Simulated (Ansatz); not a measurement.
**SnSe2: properties at the relaxed cell**

One table from this session's results is given with a row withheld; the runs are named, their logs left out.

Program: Ansatz 0.2.0. Level of theory: DFT r2SCAN, scalar-relativistic, plane waves, PAW. These are calculated values, not measurements.

**Starting point**

Symmetry: P-3m1, No. 164, trigonal system. Conventional cell: a = 3.841 Å, b = 3.841 Å, c = 6.526 Å, α = 90.00°, β = 90.00°, γ = 120.00°. Around Sn (site symmetry -3m) lie 6 Se at 2.72 Å. Around Se (site symmetry 3m) lie 3 Sn at 2.72 Å.

Coordinates:

```cif
data_structure
_symmetry_space_group_name_H-M 'P-3m1'
_symmetry_Int_Tables_number 164
_cell_length_a 3.8407
_cell_length_b 3.8407
_cell_length_c 6.5263
_cell_angle_alpha 90.000
_cell_angle_beta 90.000
_cell_angle_gamma 120.000
_cell_volume 83.37
loop_
_atom_site_label
_atom_site_type_symbol
_atom_site_symmetry_multiplicity
_atom_site_Wyckoff_symbol
_atom_site_fract_x
_atom_site_fract_y
_atom_site_fract_z
_atom_site_occupancy
Sn1 Sn 1 a 0.00000 0.00000 0.00000 1
Se1 Se 2 d 0.33333 0.66667 0.24115 1
```

This cell was relaxed beforehand with the same method: volume 27.79 Å³/atom, gap on the mesh 1.09 eV.

The first run:

Contents of input.yaml:

```yaml
crystal:
  lattice:
    - [3.8019308048, 0.0, 0.0]
    - [-1.9009654024, 3.2925686604, 0.0]
    - [0.0, 0.0, 6.460418712]
  atoms:
    - { symbol: Sn, position: [0.0, 0.0, 0.0] }
    - { symbol: Se, position: [0.3333333333, 0.6666666667, 0.241146947] }
    - { symbol: Se, position: [0.6666666667, 0.3333333333, 0.758853053] }
basis:
  ecutwfc: 500
kpoints:
  mp_grid: { grid: [9, 9, 4] }
hamiltonian:
  xc: r2scan
scf:
  occupations: { method: gaussian, width: 0.02 }
output:
  forces: true
  stress: true
  eigenvalues: true
relax:
  adjacent_minimum: "off"
  f_tol: 0.01
  max_steps: 30
  cell: { stress_tol: 0.1, fix: [volume] }
```

Started as:

```console
$ ansatz run input.yaml --threads 2 --pin off --max-ram 5120MiB --backend cpu --events-out ev --progress --plain --runs-dir out
```

Among the steps run: Point at V/V0 = 0.97; Point at V/V0 = 1.03; Volume × 0.94; Volume × 1.06.

One of the session's tables, all rows but one given; the rest of the session is left out.

It belongs to the step «Equation of state». 

```
volume (Å³/atom)  energy above the lowest point (meV/atom)  pressure (GPa)  gap on the mesh (eV)
          26.124                                       5.6            1.25                  1.01
          26.957                                       1.2            0.50                  1.07
          27.791                                       0.0            0.00                  1.09
          28.625                                         ?               ?                     ?
          29.459                                       2.7           -0.43                  1.11
```

Q: Estimate the row for volume (Å³/atom) = 28.625 from the others.

Worked estimate for «energy above the lowest point (meV/atom)». A straight line through the neighbours (27.791, 0.0) and (29.459, 2.7) gives 0.0 + (2.7 − 0.0) × (28.625 − 27.791) / (29.459 − 27.791) = 1.4; a parabola fitted to 3 rows on both sides gives 0.5.

**Answer.** energy above the lowest point (meV/atom): 0.8; pressure (GPa): -0.27; gap on the mesh (eV): 1.10. In «energy above the lowest point (meV/atom)» the line misses by +0.6 and the parabola by -0.3.

Caveats from the session: Layers here are held mostly by dispersion, which this level lacks, so their spacing and the stiffness across them are unreliable there.
